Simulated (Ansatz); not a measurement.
ZnBi3:

```
Bi Zn
1.0
     4.87316    0.00000    0.00000
     0.00000    4.87316    0.00000
     0.00000    0.00000    4.87316
Bi Zn
3 1
Direct
  0.50000 0.50000 0.00000
  0.50000 0.00000 0.50000
  0.00000 0.50000 0.50000
  0.00000 0.00000 0.00000
```

The cell comes from a database or a generator and needn't be the stable form of this composition.

Program: Ansatz 0.2.0. Alike in all runs: task band structure; potentials or basis Ansatz PAW; no spin polarisation; cell as given; k mesh 3 × 3 × 3; smearing fermi-dirac 0.05 eV; the mesh is coarse, so values aren't converged.

Task: Order these runs on this cell by their pressure, lowest first.
A. level BLYP; cutoff (eV) 420
B. level PBEsol; cutoff (eV) 420
C. level RPBE; cutoff (eV) 420
D. level r2SCAN; cutoff (eV) 500

Result: B (-2.3 GPa), D (-0.4 GPa), C (2.0 GPa), A (4.5 GPa).

Caveats: all runs use coarse meshes; the PAW data sets come from PBE, with cores solved anew for the run's functional, which leaves a small shift of forces and pressure.
